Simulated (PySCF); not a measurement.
# SnCl⁺: basis, grid and Hamiltonian

Which parts of the numerical set-up matter for SnCl⁺? Each run edits the base script.

Computed with PySCF 2.14.0. Level: method and basis as typed in the scripts.

1 further run of the same task is left out (it didn't finish).

## (1) Where the work starts

SnCl⁺: 2 atoms, charge 1, spin multiplicity 1.

Bond lengths: Sn1–Cl2 2.541 Å.

## (2) The run that the others are compared with

The input, input.py:

```python
from pyscf import gto, dft
from pyscf.prop.polarizability import uhf as pol

mol = gto.M(
    atom='Sn 0 0 0; Cl 0 0 2.541',
    basis='def2-svpd',
    ecp={'Sn': 'def2-svpd'},
    charge=1,
    spin=0,
    verbose=3,
)
mf = dft.UKS(mol, xc='b3lyp')
mf.kernel()
print('polarizability (a.u.)')
print(pol.Polarizability(mf).polarizability().round(4))
mf.dip_moment()
print('orbital energies (hartree):', [e[max(0, n-3):n+3].round(4) for e, n in zip(mf.mo_energy, mol.nelec)])
```

Command:

```console
$ OMP_NUM_THREADS=1 python input.py
```

The log of this run is left out.

Base result: E(SCF) = -674.207097 Eh, α(xx, yy, zz) = 33.5, 33.5, 69.8 bohr³.

The bond length is a typed value, not an optimised one. The dipole of an ion depends on the origin.

## (3) Def2-svp

Run 1 changes basis set: def2-svpd → def2-svp.

The input, input.py:

```python
from pyscf import gto, dft
from pyscf.prop.polarizability import uhf as pol

mol = gto.M(
    atom='Sn 0 0 0; Cl 0 0 2.541',
    basis='def2-svp',
    ecp={'Sn': 'def2-svp'},
    charge=1,
    spin=0,
    verbose=3,
)
mf = dft.UKS(mol, xc='b3lyp')
mf.kernel()
print('polarizability (a.u.)')
print(pol.Polarizability(mf).polarizability().round(4))
mf.dip_moment()
print('orbital energies (hartree):', [e[max(0, n-3):n+3].round(4) for e, n in zip(mf.mo_energy, mol.nelec)])
```

Command:

```console
$ OMP_NUM_THREADS=1 python input.py
```

## (4) Cartesian functions on

Run 2 changes Cartesian functions: off → on.

input.py: that of step 2 with these lines changed.

```diff
@@ -9,2 +9,3 @@
     spin=0,
+    cart=True,
     verbose=3,
```

Q: Predict the outcome of this session. Wanted: for each run, E(SCF); from base; after the SCF.

The runs gave:

```
                   run  E(SCF) (hartree)  from base (eV)  functions      after the SCF
                  base       -674.207097               0         59  mean α 45.6 bohr³
              def2-svp       -674.198805         +0.2256         44  mean α 38.2 bohr³
Cartesian functions on       -674.214883         -0.2118        n/a  mean α 45.7 bohr³
```

**Reading.** Of the runs whose energies can be compared, “def2-svp” moves the SCF energy most (+0.226 eV). def2-svp (44 functions) gives an energy 0.23 eV higher than def2-svpd (59).
